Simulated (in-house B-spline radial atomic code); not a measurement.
# F⁸⁺: ionisation energy by several methods

Aim: the ionisation energy of F⁸⁺ by several methods, each as the difference of two self-consistent energies (F⁸⁺ and the next ion, bare nucleus).

The numbers are computed with in-house B-spline radial atomic code version 1 (Dirac-Coulomb, several functionals; spherical all-electron atom at the radial basis limit), except any that are marked as measured or tabulated.

### 1 What is computed

- element: fluorine (Z = 9)
- charge: +8
- electrons: 1
- configuration: 1s1
- nucleus: Fermi, rms radius 2.898 fm

### 2 PBEsol

Input settings:

```ini
Z = 9
electrons = 1.0
configuration = 1s1
hamiltonian = dirac
method = pbesol
spin_polarised = False
nucleus = fermi
rms_radius = 2.8976
mass_number = 19
atomic_mass = 18.99840316207
speed_of_light = 137.035999084
```

### 3 PW91

Changes to the settings of step 2:

```diff
@@ -4,3 +4,3 @@
 hamiltonian = dirac
-method = pbesol
+method = pw91,pw91
 spin_polarised = False
```

**Question.** The tabulated ionisation energy is 1103.12 ± 1.9e-06 eV (tabulated theoretical; NIST Atomic Spectra Database). What does each method give, and which comes nearest?

**Answer**, as computed:

| method | rung | total energy (hartree) | ΔSCF (eV) | with Breit, QED, recoil (eV) | −ε highest (eV) | corrected ΔSCF less tabulated (eV) |
| --- | --- | --- | --- | --- | --- | --- |
| PBEsol | GGA | -39.9212 | 1086.31 | 1086.11 | 1026.94 (1s1/2) | -17.00 |
| PW91 | GGA | -40.0460 | 1089.71 | 1089.51 | 1030.45 (1s1/2) | -13.61 |

**Reading.** Against the tabulated ionisation energy, 1103.12 ± 1.9e-06 eV (tabulated theoretical; NIST Atomic Spectra Database), the best here is PW91 (-13.61 eV) and the worst PBEsol (-17.00 eV, or 1.5 %). All methods miss on the same side by much the same amount, which points to something that they share. Open shells are averaged (over orientations, and over spins where the run is restricted), while tables refer to the lowest levels. For the semilocal functionals minus the highest level recovers only 95 % of their own ΔSCF value, a mark of self-interaction.

Members of this set that are not shown: 2 used exact exchange with fractional occupations of an open shell, which is unsound here.
